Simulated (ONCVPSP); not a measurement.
# Strontium: generating and testing an ONCV potential

Do these settings give a usable potential? It is generated, then checked for transferability, scattering, ghosts and hardness.

Program: ONCVPSP 4.0.1. Reference atom: PBE, scalar-relativistic, spherical and spin-unpolarised. All values are calculated.

## (1) Starting point

The settings as typed:

* element: strontium (Sr, Z = 38)
* type: optimised norm-conserving Vanderbilt (ONCV)
* frozen core: [Ar] 3d10
* valence charge: 10
* reference configuration: 4s2 4p6 5s2
* partial waves: 4s+5s: rc 1.95 bohr, ncon 4, nbas 7, qcut 5.5 1/bohr, 2 projectors; 4p: rc 2.50 bohr, ncon 4, nbas 7, qcut 4.3 1/bohr, 1 projector; d scattering state at 0.4 Ha: rc 1.95 bohr, ncon 3, nbas 7, qcut 4.4 1/bohr, local
* local potential: the d channel
* core correction: polynomial model core, fcfact 0.4

An earlier all-electron run gives the scale for the radii.

All-electron outer shells of the reference configuration (PBE, scalar-relativistic, ld1.x):

| shell | level (eV) | outermost node (bohr) | outermost maximum (bohr) |
| --- | --- | --- | --- |
| 4s | -40.90 | 0.59 | 1.19 |
| 4p | -22.82 | 0.61 | 1.33 |
| 5s | -3.53 | 1.65 | 3.72 |
| 5p | -1.28 | 1.96 | 4.83 |
| 4d | -1.28 | 0.65 | 2.12 |

## (2) The generation run

Sr.dat

```
# ATOM AND REFERENCE CONFIGURATION
# atsym  z   nc   nv     iexc    psfile
  Sr 38.00    6    3        4      upf
#
#   n    l    f
    1    0    2.00
    2    0    2.00
    2    1    6.00
    3    0    2.00
    3    1    6.00
    3    2   10.00
    4    0    2.00
    4    1    6.00
    5    0    2.00
#
# PSEUDOPOTENTIAL AND OPTIMIZATION
# lmax
    2
#
#   l,   rc,      ep,       ncon, nbas, qcut
    0    1.95    0.00    4    7    5.50
    1    2.50    0.00    4    7    4.30
    2    1.95    0.40    3    7    4.40
#
# LOCAL POTENTIAL
# lloc, lpopt,  rc(5),   dvloc0
    2    5    1.95    0.00
#
# VANDERBILT-KLEINMAN-BYLANDER PROJECTORs
# l, nproj, debl
    0    2    0.90
    1    1    0.40
    2    0    0.60
#
# MODEL CORE CHARGE
# icmod, fcfact, rcfact
    1    0.40    0.00
#
# LOG DERIVATIVE ANALYSIS
# epsh1, epsh2, depsh
   -3.00    5.00    0.02
#
# OUTPUT GRID
# rlmax, drl
    6.00    0.01
#
# TEST CONFIGURATIONS
# ncnf
    4
# nvcnf
#   n    l    f
    3
    4    0    2.00
    4    1    6.00
    5    0    1.00
#
    3
    4    0    2.00
    4    1    6.00
    5    0    0.00
#
    3
    4    0    2.00
    4    1    6.00
    5    0    1.50
#
    4
    4    0    2.00
    4    1    6.00
    5    0    1.00
    4    2    1.00
#
```

Run with:

```
$ oncvpsp.x < Sr.dat > Sr.out
```

Before running it: what results should come out? Wanted: cutoffs for 1 and 0.1 mHa per electron, occupied waves; bound ghosts; GHOST(+) flags; largest test error; largest phase difference near zero energy, channels read; rms error of d²Exc/dn², without and with the model core; projector energies reset by the program.

The runs gave:

```
                                                quantity                          value
  cutoffs for 1 and 0.1 mHa per electron, occupied waves                12 Ha and 14 Ha
                                            bound ghosts                s at -823.93 eV
                                          GHOST(+) flags             none at low energy
                            largest test error (AE − PS)  -4.9 meV, for 4s2 4p6 4d1 5s1
largest phase difference near zero energy, channels read                      0.005 rad
 rms error of d²Exc/dn², without and with the model core              2.45 and 1.01 mHa
                 projector energies reset by the program                    d: 0.050 Ha
```

**Reading.** It has a bound ghost (s), a state that the atom doesn't have, and that rules the file out. The worst unpolarised test, 4s2 4p6 4d1 5s1, is off by 4.9 meV on 2.3 eV; by total energies transferability rates as very good. Atomic tests can pass in spite of a ghost, since they solve only for the levels asked. The potential is soft on the atom at that tolerance: the looser tolerance needs 12 Ha. Near zero energy the phases of the channels with partial waves agree within 0.005 rad. All of this concerns the isolated atom, not yet a solid.
